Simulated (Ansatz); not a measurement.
Geometry optimisation, Ansatz, DFT PBE, scalar-relativistic, plane waves, PAW.

Input file:

```yaml
crystal:
  lattice:
    - [5.75134, 0.0, 0.0]
    - [0.0, 5.63428, 0.0]
    - [0.0, 0.0, 15.150672]
  atoms:
    - { symbol: W, position: [0.0, 0.0, 0.0660037] }
    - { symbol: C, position: [0.0, 0.25, 0.1755875] }
    - { symbol: W, position: [0.25, 0.0, 0.2303794] }
    - { symbol: C, position: [0.25, 0.25, 0.3399633] }
    - { symbol: W, position: [0.0, 0.5, 0.0660037] }
    - { symbol: C, position: [0.0, 0.75, 0.1755875] }
    - { symbol: W, position: [0.25, 0.5, 0.2303794] }
    - { symbol: C, position: [0.25, 0.75, 0.3399633] }
    - { symbol: W, position: [0.5, 0.0, 0.0660037] }
    - { symbol: C, position: [0.5, 0.25, 0.1755875] }
    - { symbol: W, position: [0.75, 0.0, 0.2303794] }
    - { symbol: C, position: [0.75, 0.25, 0.3399633] }
    - { symbol: W, position: [0.5, 0.5, 0.0660037] }
    - { symbol: C, position: [0.5, 0.75, 0.1755875] }
    - { symbol: W, position: [0.75, 0.5, 0.2303794] }
    - { symbol: C, position: [0.75, 0.75, 0.3399633] }
    - { symbol: "N", position: [0.418906, 0.0988003, 0.3907861] }
basis:
  ecutwfc: 420.0
kpoints:
  mp_grid: { grid: [4, 4, 1] }
hamiltonian:
  xc: pbe
  pseudopotentials: { kind: paw, azcp: { folder: soft_1 } }
scf:
  occupations: { method: gaussian, width: 0.1 }
  lower_state_search: "off"
relax:
  f_tol: 0.03
  max_steps: 60
  adjacent_minimum: "off"
  constraints: [{ sites: [0, 4, 8, 12] }]
output:
  write_density: true
  write_potential: true
  elf: true
  volumetric_format: npy
```

Run as:

```bash
$ ansatz run input.yaml --threads 4 --pin off --max-ram 10240MiB --backend cpu --events-out ev --progress --plain --runs-dir out
```

**Question.** Where does it end, and by what steps?

**Answer.** The forces met the threshold. Limits of this set-up: coarse k mesh, thin slab, slab without dipole correction, odd electron count without spin, a typed lattice constant that wasn't relaxed here. After 18 steps the energy has fallen by 9.032 eV; C16 moved furthest, 1.32 Å. Joined: W3–C16 (3.61 → 2.44 Å), W7–C16 (3.61 → 2.44 Å), W7–N17 (3.46 → 2.77 Å), C8–C16 (2.88 → 1.34 Å), W11–N17 (3.14 → 2.76 Å), C12–N17 (2.22 → 1.26 Å).

```tsv
step	energy less start (eV)	largest force component (eV/Å)	accepted
0	0.0000	5.000	yes
1	-2.1964	3.771	yes
2	-2.8463	6.323	yes
3	-3.6067	3.906	yes
4	-4.2738	1.758	yes
5	-4.2856	5.077	yes
6	-4.9531	1.514	yes
7	-5.1615	1.681	yes
8	-5.4910	1.220	yes
9	-5.8595	1.697	yes
10	-6.3200	2.526	yes
11	-6.9574	3.064	yes
12	-7.6935	3.241	yes
13	-8.2943	3.302	yes
14	-8.6247	5.279	yes
15	-8.9718	1.262	yes
16	-9.0237	0.259	yes
17	-9.0305	0.102	yes
18	-9.0318	0.026	yes
```

```xyz
17
Lattice="5.7513 0.0000 0.0000 0.0000 5.6343 0.0000 0.0000 0.0000 15.1507" Properties=species:S:1:pos:R:3
W 0.000 0.000 1.000
C 0.033 1.409 2.625
W 1.459 -0.010 3.510
C 1.711 1.408 5.139
W 0.000 2.817 1.000
C -0.003 4.226 2.634
W 1.459 2.827 3.510
C 1.797 4.225 5.106
W 2.876 0.000 1.000
C 2.869 1.409 2.589
W 4.305 -0.020 3.431
C 4.179 1.408 5.071
W 2.876 2.817 1.000
C 2.819 4.226 2.502
W 4.305 2.837 3.431
C 3.072 4.225 4.691
N 2.948 1.408 5.359
```

Whether the end is a true minimum wasn't checked by a vibrational analysis.

Run time: 3.5 min on 4 threads of Arm Neoverse V1, with other jobs on the host, peak memory 1.4 GiB.
